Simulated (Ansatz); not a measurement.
# Zn2F: the cost of one run

Computed with Ansatz 0.2.0 (DFT PBE, scalar-relativistic, plane waves, PAW, unless a step's input says otherwise).

2 further runs of the same task are left out: 2 set aside as unsound or not needed.

### 1 The structure to begin with

It takes space group P6/mmm (No. 191, hexagonal). The conventional cell has a = 3.387 Å, b = 3.387 Å, c = 3.657 Å, α = 90.00°, β = 90.00°, γ = 120.00°. Zn (site symmetry -6m2) has 3 Zn at 1.96 Å and 6 F at 2.68 Å as nearest neighbours. F (site symmetry 6/mmm) has 12 Zn at 2.68 Å as nearest neighbours.

Coordinates:

```
Zn F
1.0
     3.38729    0.00000    0.00000
    -1.69364    2.93348    0.00000
     0.00000    0.00000    3.65737
Zn F
2 1
Direct
  0.33333 0.66667 0.50000
  0.66667 0.33333 0.50000
  0.00000 0.00000 0.00000
```

This is candidate A: AlB2 type (P6/mmm, No. 191).

(A quick probe on a coarse mesh, which set the mesh and smearing, is not shown.)

### 3 Rough relaxation on the coarse mesh (candidate A)

Contents of input.yaml:

```yaml
crystal:
  lattice:
    - [3.3872890069, 0.0, 0.0]
    - [-1.6936445034, 2.9334783299, 0.0]
    - [0.0, 0.0, 3.6573718513]
  atoms:
    - { symbol: Zn, position: [0.3333333333, 0.6666666667, 0.5] }
    - { symbol: Zn, position: [0.6666666667, 0.3333333333, 0.5] }
    - { symbol: F, position: [0.0, 0.0, 0.0] }
basis:
  ecutwfc: 420
kpoints:
  mp_grid: { grid: [6, 6, 6] }
hamiltonian:
  xc: pbe
scf:
  occupations: { method: gaussian, width: 0.1 }
  lower_state_search: "off"
output:
  forces: true
  stress: true
  eigenvalues: true
relax:
  adjacent_minimum: "off"
  f_tol: 0.04
  max_steps: 70
  cell: { stress_tol: 0.4 }
```

Started as:

```bash
> ansatz run input.yaml --threads 1 --pin off --max-ram 2560MiB --backend cpu --events-out ev --progress --plain --runs-dir out
```

**Question.** How long does this run take on 1 thread of Arm Neoverse V2, shared host, and how much memory does it need?

About 23 s, with a peak of 0.32 GiB.
